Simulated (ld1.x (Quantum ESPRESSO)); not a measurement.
**Ga: generating and testing an ultrasoft potential**

Aim: build the potential from the settings below, then test how well it stands in for the atom: other configurations, scattering, ghost states and the plane-wave cutoff that it needs.

The numbers are computed with ld1.x (Quantum ESPRESSO) 7.5 (BLYP, non-relativistic, spin-unpolarised reference atom).

2 further runs of the same task are left out: 2 set aside as unsound or not needed.

### Step 1. Settings

The settings as typed:

| Quantity | Value |
| --- | --- |
| element | gallium (Ga, Z = 31) |
| type | ultrasoft |
| frozen core | [Ar] |
| valence charge | 13 |
| reference configuration | 3d10 4s2 4p1 |
| partial waves | 4s (bound): rcut 1.65, rcutus 2.05 bohr; 4s channel at 0.25 Ry: rcut 1.65, rcutus 2.05 bohr; 4p (bound): rcut 1.50, rcutus 2.00 bohr; 4p channel at 0.15 Ry: rcut 1.50, rcutus 2.00 bohr; 3d (bound): rcut 0.90, rcutus 1.15 bohr; 3d channel at -0.7 Ry: rcut 0.90, rcutus 1.15 bohr |
| local potential | all-electron potential smoothed inside 1.20 bohr (lloc = -1) |
| core correction | a·sin(br)/r model core inside 1.26 bohr |
| augmentation charge | PSQ, inside the norm-conserving radii |

### Step 2. Generation

Ga.in

```
 &input
   title='Ga', zed=31., rel=0, dft='BLYP', iswitch=3,
   config='[Ar] 3d10 4s2 4p1',
   nld=3, rlderiv=2.25, eminld=-3.0, emaxld=5.0, deld=0.02
 /
 &inputp
   pseudotype=3, tm=.true., lloc=-1, rcloc=1.20,
   nlcc=.true., rcore=1.26,
   which_augfun='PSQ', rmatch_augfun_nc=.true.,
   file_pseudopw='Ga.UPF', file_wfcaegen='ae.wfc', file_wfcncgen='nc.wfc', file_beta='beta', file_chi='chi', file_wfcusgen='us.wfc'
 /
6
4S  1  0   2.00   0.00  1.65  2.05  0.0
4S  1  0   0.00   0.25  1.65  2.05  0.0
4P  2  1   1.00   0.00  1.50  2.00  0.0
4P  2  1   0.00   0.15  1.50  2.00  0.0
3D  3  2  10.00   0.00  0.90  1.15  0.0
3D  3  2   0.00  -0.70  0.90  1.15  0.0
 &test
   configts(1)='3d10 4s2 4p1'
 /
```

Launch:

```console
ld1.x < Ga.in > Ga.out
```

What the program wrote to Ga.out (without the banner and most projector matrices):

```text
     Program LD1 v.7.5
     --------------------------- All-electron run ----------------------------

     Ga

     atomic number is 31.00
     dft =BLYP   lsd =0 sic =0 latt =0  beta=0.20 tr2=1.0E-14
     Exchange-correlation= BLYP
                           (   1   3   1   3   0   0   0)
     mesh =1205 r(mesh) = 101.09016 a.u. xmin = -7.00 dx = 0.01250
     1 Ry =  13.60569312 eV

     n l     nl                  e(Ry)          e(Ha)          e(eV)
     1 0     1S 1( 2.00)      -741.9157      -370.9579    -10094.2780
     2 0     2S 1( 2.00)       -90.5714       -45.2857     -1232.2873
     2 1     2P 1( 6.00)       -80.2635       -40.1317     -1092.0404
     3 0     3S 1( 2.00)       -10.5082        -5.2541      -142.9710
     3 1     3P 1( 6.00)        -7.1664        -3.5832       -97.5032
     3 2     3D 1(10.00)        -1.4448        -0.7224       -19.6573
     4 0     4S 1( 2.00)        -0.6366        -0.3183        -8.6619
     4 1     4P 1( 1.00)        -0.1870        -0.0935        -2.5439

     final scf error:  9.8E-15 reached in  34 iterations

     Etot =   -3849.891528 Ry,   -1924.945764 Ha,  -52380.442693 eV

     Ekin =    3847.492279 Ry,    1923.746139 Ha,   52347.799241 eV
     Encl =   -9215.138628 Ry,   -4607.569314 Ha, -125378.348252 eV
     Eh   =    1667.888399 Ry,     833.944200 Ha,   22692.777724 eV
     Exc  =    -150.133579 Ry,     -75.066790 Ha,   -2042.671406 eV

     normalization and overlap integrals

     s(1S/1S) =  1.000000  <r> =   0.0494  <r2> =    0.0033  r(max) =   0.0327
     s(2S/2S) =  1.000000  <r> =   0.2216  <r2> =    0.0578  r(max) =   0.1856
     s(2P/2P) =  1.000000  <r> =   0.1922  <r2> =    0.0452  r(max) =   0.1482
     s(3S/3S) =  1.000000  <r> =   0.6627  <r2> =    0.5072  r(max) =   0.5718
     s(3P/3P) =  1.000000  <r> =   0.6839  <r2> =    0.5519  r(max) =   0.5718
     s(3D/3D) =  1.000000  <r> =   0.8066  <r2> =    0.8532  r(max) =   0.5305
     s(4S/4S) =  1.000000  <r> =   2.3755  <r2> =    6.5761  r(max) =   1.9223
     s(4P/4P) =  1.000000  <r> =   3.4448  <r2> =   14.4009  r(max) =   2.5307

     ------------------------ End of All-electron run ------------------------

     --------------------- Generating US pseudopotential ---------------------

      Generating local potential from pseudized AE potential:
      Matching radius rcloc =   1.2000

      Local pseudo, rcloc= 1.210 Estimated cut-off energy=    16.84 Ry

      Computing core charge for nlcc:

       r > 1.27 : true rho core
       r < 1.27 : rho core = a sin(br)/r    a=   2.65  b=   2.16

      Integrated core pseudo-charge :   1.92
      Wfc-us  4S rcutus= 2.046  Estimated cut-off energy=    10.82 Ry
      Wfc-us  4S rcutus= 2.046  Estimated cut-off energy=    12.51 Ry
      Wfc-us  4P rcutus= 1.996  Estimated cut-off energy=    18.14 Ry
      Wfc-us  4P rcutus= 1.996  Estimated cut-off energy=    18.58 Ry
      Wfc-us  3D rcutus= 1.151  Estimated cut-off energy=    87.94 Ry
      Wfc-us  3D rcutus= 1.151  Estimated cut-off energy=    95.10 Ry

     Q pseudized with Bessel functions
     Expected ecutrho=     501.1551 due to l1=  2   l2=  2

     ------------------- End of pseudopotential generation -------------------

     [... the all-electron block is printed once more ...]


     Computing logarithmic derivative in   2.24742
     Computing logarithmic derivative in   2.24742
     Computing the partial wave expansion
     R is outside the sphere for l=    0 j= 0.00
     R is outside the sphere for l=    0 j= 0.00
     R is outside the sphere for l=    1 j= 0.00
     R is outside the sphere for l=    1 j= 0.00
     R is outside the sphere for l=    2 j= 0.00
     R is outside the sphere for l=    2 j= 0.00

     ---------------------- Testing the pseudopotential ----------------------

     Ga

     atomic number is 31.00   valence charge is 13.00
     dft =BLYP   lsd =0 sic =0 latt =0  beta=0.20 tr2=1.0E-14
     mesh =1205 r(mesh) = 101.09016 xmin = -7.00 dx = 0.01250

     n l     nl             e AE (Ry)        e PS (Ry)    De AE-PS (Ry)
     3 2     3D   1(10.00)       -1.44478       -1.44478       -0.00000
     1 0     4S   1( 2.00)       -0.63664       -0.63664       -0.00000
     2 1     4P   1( 1.00)       -0.18697       -0.18697       -0.00000

     eps = 1.8E-15  iter =  4

     Etot =   -3849.891528 Ry,   -1924.945764 Ha,  -52380.442693 eV
     Etotps =  -158.178783 Ry,     -79.089392 Ha,   -2152.131983 eV

     Ekin =      71.549847 Ry,      35.774924 Ha,     973.485262 eV
     Encl =    -387.644287 Ry,    -193.822143 Ha,   -5274.169204 eV
     Ehrt =     145.406084 Ry,      72.703042 Ha,    1978.350555 eV
     Ecxc =     -24.690694 Ry,     -12.345347 Ha,    -335.934011 eV
     (Ecc =      -1.885422 Ry,      -0.942711 Ha,     -25.652467 eV)
     Epseu=      37.200267 Ry,      18.600133 Ha,     506.135415 eV

     ---------------------- End of pseudopotential test ----------------------
```

It took 1 s on 1 thread, shared host. This counts the later configuration tests of the new file too.

All-electron and pseudo partial waves u(r) = r·R(r), from the program's wave files:

```csv
r (bohr),3d AE,3d PS,4s AE,4s PS
0.103,0.1528,0.0080,0.1326,0.0585
0.205,0.5288,0.0588,0.1329,0.1161
0.308,0.8548,0.1766,-0.1042,0.1736
0.410,1.0373,0.3516,-0.2731,0.2295
0.513,1.0987,0.5516,-0.3125,0.2845
0.615,1.0792,0.7256,-0.2521,0.3373
0.718,1.0157,0.8369,-0.1358,0.3884
0.820,0.9332,0.8678,0.0008,0.4366
0.923,0.8439,0.8307,0.1393,0.4824
1.025,0.7569,0.7565,0.2659,0.5245
1.128,0.6742,0.6742,0.3775,0.5634
1.230,0.5989,0.5989,0.4702,0.5981
1.332,0.5307,0.5307,0.5452,0.6285
1.435,0.4690,0.4690,0.6042,0.6547
1.538,0.4139,0.4139,0.6481,0.6760
1.640,0.3656,0.3656,0.6784,0.6921
1.743,0.3223,0.3223,0.6976,0.7031
1.845,0.2844,0.2844,0.7071,0.7086
1.948,0.2506,0.2506,0.7086,0.7087
2.050,0.2211,0.2211,0.7034,0.7034
2.153,0.1948,0.1948,0.6928,0.6928
2.255,0.1719,0.1719,0.6779,0.6779
2.358,0.1515,0.1515,0.6595,0.6595
2.460,0.1336,0.1336,0.6386,0.6386
2.562,0.1179,0.1179,0.6159,0.6159
2.665,0.1039,0.1039,0.5915,0.5915
```

### Step 3. Configuration tests

Ga.test.in

```
 &input
   title='Ga', zed=31., rel=0, dft='BLYP', iswitch=2,
   config='[Ar] 3d10 4s2 4p1'
 /
 &test
   file_pseudo='Ga.UPF', nconf=8,
   configts(1)='3d10 4s2 4p1',
   configts(2)='3d10 4s2 4p0',
   configts(3)='3d10 4s1 4p0',
   configts(4)='3d10 4s0 4p0',
   configts(5)='3d10 4s2 4p0.5',
   configts(6)='3d10 4s0 4p3',
   configts(7)='3d10 4s1 4p1',
   configts(8)='3d9 4s2 4p2'
 /
```

Launch:

```console
ld1.x < Ga.test.in > Ga.test.out
```

Ga.test.out, the pseudopotential blocks, each with the warnings that came before it:

```text
     ---------------------- Testing the pseudopotential ----------------------

     Ga

     atomic number is 31.00   valence charge is 13.00
     dft =BLYP   lsd =0 sic =0 latt =0  beta=0.20 tr2=1.0E-14
     mesh =1205 r(mesh) = 101.09016 xmin = -7.00 dx = 0.01250

     n l     nl             e AE (Ry)        e PS (Ry)    De AE-PS (Ry)
     3 2     3D   1(10.00)       -1.44478       -1.44478        0.00000
     1 0     4S   1( 2.00)       -0.63664       -0.63664        0.00000
     2 1     4P   1( 1.00)       -0.18697       -0.18697        0.00000

     eps = 1.5E-15  iter =  4

     Etot =   -3849.891528 Ry,   -1924.945764 Ha,  -52380.442690 eV
     Etotps =  -158.178783 Ry,     -79.089392 Ha,   -2152.131984 eV

     Ekin =      71.549847 Ry,      35.774923 Ha,     973.485261 eV
     Encl =    -387.644287 Ry,    -193.822143 Ha,   -5274.169206 eV
     Ehrt =     145.406084 Ry,      72.703042 Ha,    1978.350556 eV
     Ecxc =     -24.690694 Ry,     -12.345347 Ha,    -335.934011 eV
     (Ecc =      -1.885422 Ry,      -0.942711 Ha,     -25.652467 eV)
     Epseu=      37.200267 Ry,      18.600133 Ha,     506.135415 eV

     ---------------------- End of pseudopotential test ----------------------

     ---------------------- Testing the pseudopotential ----------------------

     Ga

     [...]
     n l     nl             e AE (Ry)        e PS (Ry)    De AE-PS (Ry)
     3 2     3D   1(10.00)       -2.05296       -2.05310        0.00014
     1 0     4S   1( 2.00)       -1.18127       -1.18129        0.00001
     2 1     4P   1( 0.00)       -0.67089       -0.67088       -0.00001

     eps = 5.7E-16  iter =  9

     Etot =   -3849.472897 Ry,   -1924.736449 Ha,  -52374.746926 eV
     Etotps =  -157.760158 Ry,     -78.880079 Ha,   -2146.436303 eV
     dEtot_ae =       0.418631 Ry
     dEtot_ps =       0.418625 Ry,   Delta E=       0.000006 Ry

     [...]
     ---------------------- End of pseudopotential test ----------------------

     ---------------------- Testing the pseudopotential ----------------------

     Ga

     [...]
     n l     nl             e AE (Ry)        e PS (Ry)    De AE-PS (Ry)
     3 2     3D   1(10.00)       -2.92444       -2.92253       -0.00190
     1 0     4S   1( 1.00)       -1.89754       -1.89823        0.00069
     2 1     4P   1( 0.00)       -1.31326       -1.31342        0.00016

     eps = 4.8E-15  iter = 11

     Etot =   -3847.938812 Ry,   -1923.969406 Ha,  -52353.874631 eV
     Etotps =  -156.225779 Ry,     -78.112889 Ha,   -2125.560004 eV
     dEtot_ae =       1.952716 Ry
     dEtot_ps =       1.953005 Ry,   Delta E=      -0.000288 Ry

     [...]
     ---------------------- End of pseudopotential test ----------------------

     ---------------------- Testing the pseudopotential ----------------------

     Ga

     [...]
     n l     nl             e AE (Ry)        e PS (Ry)    De AE-PS (Ry)
     3 2     3D   1(10.00)       -3.88379       -3.88040       -0.00339
     1 0     4S   1( 0.00)       -2.67479       -2.67701        0.00221
     2 1     4P   1( 0.00)       -2.02357       -2.02445        0.00088

     eps = 1.7E-15  iter =  7

     Etot =   -3845.658203 Ry,   -1922.829101 Ha,  -52322.845362 eV
     Etotps =  -153.943814 Ry,     -76.971907 Ha,   -2094.512288 eV
     dEtot_ae =       4.233326 Ry
     dEtot_ps =       4.234970 Ry,   Delta E=      -0.001644 Ry

     [...]
     ---------------------- End of pseudopotential test ----------------------

     ---------------------- Testing the pseudopotential ----------------------

     Ga

     [...]
     n l     nl             e AE (Ry)        e PS (Ry)    De AE-PS (Ry)
     3 2     3D   1(10.00)       -1.72678       -1.72685        0.00007
     1 0     4S   1( 2.00)       -0.89287       -0.89287        0.00000
     2 1     4P   1( 0.50)       -0.41351       -0.41351       -0.00000

     eps = 3.7E-15  iter =  8

     Etot =   -3849.742899 Ry,   -1924.871450 Ha,  -52378.420492 eV
     Etotps =  -158.030156 Ry,     -79.015078 Ha,   -2150.109811 eV
     dEtot_ae =       0.148629 Ry
     dEtot_ps =       0.148627 Ry,   Delta E=       0.000002 Ry

     [...]
     ---------------------- End of pseudopotential test ----------------------

     ---------------------- Testing the pseudopotential ----------------------

     Ga

     [...]
     n l     nl             e AE (Ry)        e PS (Ry)    De AE-PS (Ry)
     3 2     3D   1(10.00)       -1.69356       -1.68933       -0.00423
     1 0     4S   1( 0.00)       -0.77930       -0.78000        0.00070
     2 1     4P   1( 3.00)       -0.28414       -0.28421        0.00007

     eps = 6.1E-16  iter = 13

     Etot =   -3848.943941 Ry,   -1924.471970 Ha,  -52367.550107 eV
     Etotps =  -157.230611 Ry,     -78.615305 Ha,   -2139.231442 eV
     dEtot_ae =       0.947587 Ry
     dEtot_ps =       0.948172 Ry,   Delta E=      -0.000585 Ry

     [...]
     ---------------------- End of pseudopotential test ----------------------

     ---------------------- Testing the pseudopotential ----------------------

     Ga

     [...]
     n l     nl             e AE (Ry)        e PS (Ry)    De AE-PS (Ry)
     3 2     3D   1(10.00)       -2.18029       -2.17814       -0.00215
     1 0     4S   1( 1.00)       -1.25702       -1.25746        0.00043
     2 1     4P   1( 1.00)       -0.72980       -0.72988        0.00007

     eps = 4.3E-15  iter =  9

     Etot =   -3848.954039 Ry,   -1924.477020 Ha,  -52367.687500 eV
     Etotps =  -157.241114 Ry,     -78.620557 Ha,   -2139.374343 eV
     dEtot_ae =       0.937489 Ry
     dEtot_ps =       0.937669 Ry,   Delta E=      -0.000180 Ry

     [...]
     ---------------------- End of pseudopotential test ----------------------

     Warning: n=3, l=2 expected 0 nodes, found 1
     ---------------------- Testing the pseudopotential ----------------------

     Ga

     [...]
     n l     nl             e AE (Ry)        e PS (Ry)    De AE-PS (Ry)
     3 2     3D   1( 9.00)       -2.10981       -2.14736        0.03755  !
     1 0     4S   1( 2.00)       -0.80671       -0.80275       -0.00396
     2 1     4P   1( 2.00)       -0.27937       -0.28036        0.00099

     eps = 6.4E-15  iter = 13

     Etot =   -3848.351529 Ry,   -1924.175765 Ha,  -52359.489933 eV
     Etotps =  -156.621668 Ry,     -78.310834 Ha,   -2130.946346 eV
     dEtot_ae =       1.539999 Ry
     dEtot_ps =       1.557116 Ry,   Delta E=      -0.017117 Ry

     [...]
     ---------------------- End of pseudopotential test ----------------------
```

Excitation and ionisation energies from 3d10 4s2 4p1, with the error of the potential. A star marks tests that logged a warning.

```csv
valence configuration,charge,ΔE all-electron (eV),error AE − PS (meV)
3d10 4s2 4p0,+1,5.696,+0.1
3d10 4s1 4p0,+2,26.568,-3.9
3d10 4s0 4p0,+3,57.597,-22
3d10 4s2 4p0.5,+0.5,2.022,0.0
3d10 4s0 4p3,0,12.893,-8.0
3d10 4s1 4p1,+1,12.755,-2.4
3d9 4s2 4p2 *,0,20.953,-233
```

### Step 4. Scattering by logarithmic derivatives

Taken from the files of the generation run. The phase is arctan(r·u′/u) with u = r·R, unwrapped, with energies in Ry. A pole is an energy at which the radial function vanishes at the test radius. The pseudo phase is shifted by a multiple of π to meet the all-electron one at the reference energy. Levels narrower than the energy grid can be missing from the poles. Where the grid stepped over a known ghost or core level, its pole and its step of π were put in at the level's energy. The last column is the largest difference on the grid between −1 and +1 Ry.

| channel | radius (bohr) | reference (Ry) | poles AE | poles PS | window around the reference with phases within 0.05 rad (Ry) | largest difference near zero (rad) |
| --- | --- | --- | --- | --- | --- | --- |
| s | 2.25 | -0.64 | 1.56 | -1.36, 1.56 | above -1.3 | 0.000 |
| p | 2.25 | -0.19 | 2.80 | 2.77 | below 4.7 | 0.000 |
| d | 2.25 | -1.44 | -1.36 | -1.36 | the whole range | 0.000 |

Phases (rad) along the scan:

```csv
E (Ry),p AE,p PS,d AE,d PS
-3.00,1.279,1.279,1.315,1.315
-2.52,1.245,1.245,1.286,1.286
-2.04,1.197,1.197,1.230,1.230
-1.56,1.125,1.125,0.635,0.635
-1.08,1.003,1.003,-1.784,-1.784
-0.60,0.761,0.761,-1.879,-1.879
-0.12,0.197,0.197,-1.956,-1.956
0.36,-0.651,-0.651,-2.057,-2.057
0.84,-1.123,-1.123,-2.228,-2.228
1.32,-1.332,-1.332,-2.572,-2.572
1.80,-1.444,-1.444,-3.266,-3.266
2.28,-1.515,-1.516,-3.958,-3.958
2.76,-1.567,-1.569,-4.300,-4.300
3.24,-1.609,-1.614,-4.468,-4.468
3.72,-1.647,-1.657,-4.566,-4.566
4.20,-1.684,-1.705,-4.631,-4.631
4.68,-1.724,-1.772,-4.680,-4.680
```

### Step 5. Cutoff and ghost test in a Bessel basis

A separate test, outside the generator: the pseudo-atom's Hamiltonian at the reference potential is diagonalised in spherical Bessel functions j_l(qr) that vanish at 20 bohr, with q² up to the cutoff.

All-electron valence levels (Ry): 4s -0.6366, 4p -0.1870, 3d -1.4448. The lowest levels of each channel (Ry) by cutoff; the last column sums, over occupied levels, occupation times the distance from the level at 400 Ry. A positive value at high cutoff is not a bound level.

```csv
cutoff (Ry),s #1,s #2,p #1,d #1,f #1,Σ f·Δε (mRy)
8,-0.6364,-0.0279,-0.1869,0.0425,0.0947,14873.3
15,-0.6366,-0.0280,-0.1869,0.0417,0.0947,14865.6
21,-0.6366,-0.0280,-0.1870,0.0395,0.0947,14843.3
35,-0.8192,-0.6367,-0.1870,-0.4994,0.0947,9454.6
50,-1.2711,-0.6367,-0.1870,-1.2855,0.0947,1593.4
60,-1.3276,-0.6367,-0.1870,-1.4039,0.0947,409.3
90,-1.3575,-0.6367,-0.1870,-1.4434,0.0947,13.9
110,-1.3581,-0.6367,-0.1870,-1.4439,0.0947,9.3
120,-1.3582,-0.6367,-0.1870,-1.4443,0.0947,5.1
160,-1.3582,-0.6367,-0.1870,-1.4447,0.0947,1.4
180,-1.3582,-0.6367,-0.1870,-1.4447,0.0947,0.9
230,-1.3582,-0.6367,-0.1870,-1.4448,0.0947,0.3
400,-1.3582,-0.6367,-0.1870,-1.4448,0.0947,0.0
```

The sum stays within 10 mRy from 110 Ry and within 1 mRy from 180 Ry. The sum leaves out empty levels, which can need more. Ghost test: ghost state, bound below the all-electron valence or empty levels of the same l: s at -18.5 eV.

### Step 6. Outcome

```
                                                quantity                                                   value
               cutoffs for 10 and 1 mRy, occupied levels                                       110 Ry and 180 Ry
                                            bound ghosts                                          s at -18.48 eV
                            largest test error (AE − PS)  -233 meV, for 3d9 4s2 4p2 (this test logged a warning)
largest phase difference near zero energy, channels read                                               0.000 rad
         lowest eigenvalue of the overlap (Bessel basis)                                               0.275 (s)
               density cutoff estimated by the generator                                                  501 Ry
```

It has a bound ghost (s), a state that the atom doesn't have, and that rules the file out. The worst unpolarised test, 3d9 4s2 4p2, is off by 233 meV on 21.0 eV; by total energies transferability rates as poor. By its cutoff, 110 Ry for the looser tolerance, it is hard. The slowest occupied level is 3d: taken alone it needs 110 Ry to come within 1 mRy, against 8 Ry for 4s. Near zero energy the phases of the channels with partial waves agree within 0.001 rad. The pseudo curves have a pole with no partner nearby in the atom's: s at -1.36 Ry. These are tests on the free atom; a crystal test is still owed.
